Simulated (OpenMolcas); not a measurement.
# Nd²⁺ among point charges: CASSCF levels and susceptibility

Aim: the splitting of the states of Nd²⁺ in the field of 6 point charges, its lowest levels with spin-orbit coupling and its magnetic susceptibility.

The numbers are computed with OpenMolcas 26.06 (state-averaged CASSCF, spin-orbit coupling by RASSI with atomic mean-field integrals), except any that are marked as measured or tabulated.

### 1 The system

```
Species                           : Nd²⁺ (neodymium, Z = 60, 58 electrons)
Basis                             : ANO-RCC-VDZP [7s6p4d2f1g], 68 functions
Scalar Hamiltonian                : DKH2, point nucleus
Inactive shells                   : 1s 2s 2p 3s 3p 3d 4s 4p 4d 5s 5p
Active space                      : 4 electrons in 7 orbitals (4f)
Some configurations of this space : 4f4
Orbitals                          : optimised for the highest spin of each parity, averaged over all roots
```

The outer shells:

4f4
```
4f [↑ ][↑ ][↑ ][↑ ][  ][  ][  ]
```

The ion sits among 6 point charges of -0.5 e arranged as a trigonal prism (D3h), 2.65 Å from the ion, with a polar angle of 42.7° against the regular 49.1°.

The work runs as a chain of OpenMolcas steps in one folder; each step below is one input file. Labels, J, g values, rates, χT and fits are worked out afterwards by a script from the matrices that RASSI stores.

### 2 Basis and integrals

File a.inp:

```
&GATEWAY
Coord
1

Nd 0.0 0.0 0.0
Basis=ANO-RCC-VDZP
Group=NoSym
NoMove
AngMom=0.0 0.0 0.0
AMFI
XField
6 Angstrom 0
1.797701 0.000000 1.946990 -0.500000
-0.898850 1.556855 1.946990 -0.500000
-0.898850 -1.556855 1.946990 -0.500000
1.797701 0.000000 -1.946990 -0.500000
-0.898850 1.556855 -1.946990 -0.500000
-0.898850 -1.556855 -1.946990 -0.500000
&SEWARD
```

Run with:

```console
$ OMP_NUM_THREADS=1 MOLCAS_MEM=2252 MOLCAS_PROJECT=a pymolcas a.inp > a.log
```

### 3 CASSCF: quintets, 35 roots

File a.inp:

```
&RASSCF
FileOrb=start.orb
Symmetry=1
Spin=5
nActEl=4 0 0
Inactive=27
Ras2=7
CIRoot=35 35 1
SDav=35
CIMx=300
Iter=120 100
PrWF=0.3
OrbListing=Nothing
MaxOrb=0
>>> COPY $Project.JobIph JOB001
```

start.orb holds the contracted functions of the basis, ordered by shell, or the orbitals of the step before.

### 4 CASSCF: triplets, 162 roots

File a.inp:

```
&RASSCF
FileOrb=start.orb
Symmetry=1
Spin=3
nActEl=4 0 0
Inactive=27
Ras2=7
CIRoot=162 162 1
SDav=210
CIMx=300
Iter=120 100
PrWF=0.3
OrbListing=Nothing
MaxOrb=0
CIOnly
>>> COPY $Project.JobIph JOB002
```

### 5 Reference wave functions, singlets, 162 roots

File a.inp:

```
&RASSCF
FileOrb=start.orb
Symmetry=1
Spin=1
nActEl=4 0 0
Inactive=27
Ras2=7
CIRoot=162 162 1
SDav=196
CIMx=300
Iter=120 100
PrWF=0.3
OrbListing=Nothing
MaxOrb=0
CIOnly
>>> COPY $Project.JobIph JOB003
```

### 6 RASSI: spin-orbit coupling between the states

File a.inp:

```
&RASSI
NrOfJobIphs=3 33 106 31
1 2 3 4 5 6 7 8 9 10 11 12 13 14 15 16 17 18 19 20 21 22 23 24 25 26 27
28 29 30 31 32 33
1 2 3 4 5 6 7 8 9 10 11 12 13 14 15 16 17 18 19 20 21 22 23 24 25 26 27
28 29 30 31 32 33 34 35 36 37 38 39 40 41 42 43 44 45 46 47 48 49 50 51
52 53 54 55 56 57 58 59 60 61 62 63 64 65 66 67 68 69 70 71 72 73 74 75
76 77 78 79 80 81 82 83 84 85 86 87 88 89 90 91 92 93 94 95 96 97 98 99
100 101 102 103 104 105 106
1 2 3 4 5 6 7 8 9 10 11 12 13 14 15 16 17 18 19 20 21 22 23 24 25 26 27
28 29 30 31
IphNames
JOB001
JOB002
JOB003
EJob
SpinOrbit
DIPRint=1.0
SOCoupling=1000.0
Subsets=2
Property=9
'ANGMOM' 1 'ANGMOM' 2 'ANGMOM' 3 'MLTPL  1' 1 'MLTPL  1' 2 'MLTPL  1' 3
'AMFI' 1 'AMFI' 2 'AMFI' 3
SOProperty=3
'ANGMOM' 1 'ANGMOM' 2 'ANGMOM' 3
```

What does the calculation give? Wanted: spin-free ground state; first state of the same spin within the active space; lowest level; next level.

As calculated:

```
                                            quantity                            value
                                              method                           CASSCF
                              spin-free ground state  5A1, 1-fold in its orbital part
first state of the same spin within the active space                  5E at 10.5 cm⁻¹
                                        lowest level                        1-fold A1
                                          next level                        21.7 cm⁻¹
                                         χT at 300 K                   1.03 cm³ K/mol
                           effective moment at 300 K                          2.87 μB
```

In words: The spin-free ground state (5A1) comes to 100 % from free-ion I terms and keeps the highest spin of the shell. The triplets, singlets rest on orbitals optimised for another spin in at least one step, which raises them against the optimised states. Not all states of the active space went into the spin-orbit step. High states of lower spin are left out of the spin-orbit mixing, and CASSCF puts spin-flip levels too high. Point charges carry no covalency, so the field is a model and not that of real ligands.
